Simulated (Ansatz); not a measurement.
Working through cell relaxations under several functionals of CdTe, space group F-43m

With Ansatz 0.2.0, Python API.

Notebook, run cell by cell (the value of a cell's last expression is shown):

In [1]:
```python
import ansatz as az
import numpy as np
```

In [2]:
```python
def edges_and_angles(cell):
    cell = np.asarray(cell)
    a, b, c = np.linalg.norm(cell, axis=1)
    cosines = cell[1] @ cell[2] / (b * c), cell[0] @ cell[2] / (a * c), cell[0] @ cell[1] / (a * b)
    return (a, b, c, *np.degrees(np.arccos(cosines)))
```

In [3]:
```python
lattice = az.Lattice.of(
    (0.0, 3.205, 3.205),
    (3.205, 0.0, 3.205),
    (3.205, 3.205, 0.0),
)
sites = [
    ('Cd', (0.0, 0.0, 0.0)),
    ('Te', (0.25, 0.25, 0.25)),
]
crystal = az.Crystal(lattice=lattice)
for symbol, position in sites:
    crystal = crystal.atom(symbol, position)
```

In [4]:
```python
[site.symbol for site in crystal.resolved().sites]
```
Out [4]:
```text
['Cd', 'Te']
```

In [5]:
```python
base = (
    crystal.calculation()
    .basis(380)
    .kpoints(density=3.5)
    .occupations('Fixed')
    .mixing('msr1', preconditioner='local_kerker')
    .eigensolver('davidson', full_accuracy=True)
    .scf(max_iterations=200)
    .relax(cell=True, force_tolerance=0.001)
)
```

In [6]:
```python
levels = [('r2scan', 'none'), ('pbe', 'd3bj'), ('rpbe', 'none'), ('r2scan', 'd4')]
print('level            a       b       c    alpha   beta  gamma  V/atom  steps')
for name, dispersion in levels:
    seen = []
    run = base.functional(name, dispersion=dispersion).session().plan()
    done = run.execute(on_event=lambda e: seen.append(e) if e['event'] == 'relax_step' else None)
    cell = done.lattice.cell_ang
    label = name if dispersion == 'none' else f'{name}+{dispersion}'
    print('{:13s} {:7.4f} {:7.4f} {:7.4f} {:6.2f} {:6.2f} {:6.2f}'.format(label, *edges_and_angles(cell)), f'{abs(np.linalg.det(cell)) / len(done.lattice.sites):7.3f} {len(seen):5d}')
```
```text
level            a       b       c    alpha   beta  gamma  V/atom  steps
DeckWarning: basis.ecutwfc = 380 eV is below the records' recommended 500 eV, and the density's cutoff is lower with it unless basis.ecutrho_ratio is high enough to keep the records' density cutoff: compare with a run at a higher cutoff
r2scan         4.6359  4.6359  4.6359  60.00  60.00  60.00  35.225     5
DeckWarning: basis.ecutwfc = 380 eV is below the records' recommended 420 eV, and the density's cutoff is lower with it unless basis.ecutrho_ratio is high enough to keep the records' density cutoff: compare with a run at a higher cutoff
pbe+d3bj       4.6074  4.6074  4.6074  60.00  60.00  60.00  34.579     5
rpbe           4.7499  4.7499  4.7499  60.00  60.00  60.00  37.888     6
r2scan+d4      4.6167  4.6167  4.6167  60.00  60.00  60.00  34.789     5
```

From smallest to largest: PBE+D3BJ (34.58 Å³ an atom, +5.0 % against the start), r2SCAN+D4 (34.79 Å³ an atom, +5.7 % against the start), r2SCAN (35.23 Å³ an atom, +7.0 % against the start) and RPBE (37.89 Å³ an atom, +15.1 % against the start). The spread is 9.6 % in volume.

These settings explore the input space; cutoff and mesh may be short of convergence. The cutoff lies under the one recommended for these potentials. Forces vanish by symmetry, so the ions can't move, and the end may be a saddle. Edges and angles are those of the cell as typed, here a primitive one, not of the conventional cell. Of the deposited cell: the entry's cell lengths or inner coordinates differ somewhat from later room-temperature determinations. The structure is a deposited one; some such entries were measured under pressure or heat, so a shift against it needn't be the functional's error alone. Warnings are shown shortened and without file and line. Timing: 110 s on 1 thread of Arm Neoverse V1 (shared host), peak memory 0.53 GiB.
